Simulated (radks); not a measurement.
**Fractional charge and spin in the 5p shell of terbium**

Aim: the energy as the spin-up occupation of 5p runs from 2 to 3 and the spin-down one from 2 to 3, against the two flat planes that join the four corners. Added charge counts from the emptiest corner (up 2, down 2).

Method: scalar-relativistic Kohn-Sham, PBE, spin-polarised, spherical densities, finite nucleus. Code: radks (a radial shooting solver on a logarithmic mesh, Libxc functionals) version 1.

**1. Starting point**

```
element            : terbium (Z = 65)
configuration      : [Kr] 4d10 4f(up 4, down 4) 5s2 5p(up 3, down 3)
nuclear rms radius : 5.06 fm
```

A shell typed twice in an input gives spin up, then spin down.

**2. 5p: up 3, down 3**

Settings of this run:

```text
Z 65
configuration [Kr] 4d10 4f4 4f4 5s2 5p3 5p3
relativity scalar-relativistic
functional pbe,pbe
spin polarised
nucleus finite rms 5.06 fm
c 137.035999084
```

**3. 5p: up 3, down 2.5**

Settings of this run:

```text
Z 65
configuration [Kr] 4d10 4f4 4f4 5s2 5p3 5p2.5
relativity scalar-relativistic
functional pbe,pbe
spin polarised
nucleus finite rms 5.06 fm
c 137.035999084
```

**4. 5p: up 3, down 2**

Settings of this run:

```text
Z 65
configuration [Kr] 4d10 4f4 4f4 5s2 5p3 5p2
relativity scalar-relativistic
functional pbe,pbe
spin polarised
nucleus finite rms 5.06 fm
c 137.035999084
```

**5. 5p: up 2.5, down 2.5**

Settings of this run:

```text
Z 65
configuration [Kr] 4d10 4f4 4f4 5s2 5p2.5 5p2.5
relativity scalar-relativistic
functional pbe,pbe
spin polarised
nucleus finite rms 5.06 fm
c 137.035999084
```

**6. 5p: up 2.5, down 2**

Settings of this run:

```text
Z 65
configuration [Kr] 4d10 4f4 4f4 5s2 5p2.5 5p2
relativity scalar-relativistic
functional pbe,pbe
spin polarised
nucleus finite rms 5.06 fm
c 137.035999084
```

**7. 5p: up 2, down 2**

Settings of this run:

```text
Z 65
configuration [Kr] 4d10 4f4 4f4 5s2 5p2 5p2
relativity scalar-relativistic
functional pbe,pbe
spin polarised
nucleus finite rms 5.06 fm
c 137.035999084
```

Q: Predict the outcome of this session. Wanted: for each run, down \ up; 2; 2.5; 3.

As calculated:

```tsv
down \ up	2	2.5	3
2	0.000	-1.765	0.000
2.5	-1.765	0.241	-1.686
3	0.000	-1.686	0.000
```

**Reading.** The table gives the energy in eV minus the planes, whose edge runs along up + down = one added electron; mirror points follow by spin symmetry. With half an added electron in each spin it lies 0.24 eV above the planes. With half an electron added in spin up alone it lies 1.77 eV below them. The planes are only a guide here: the condition holds for ground states with one frontier orbital, and this shell is degenerate.
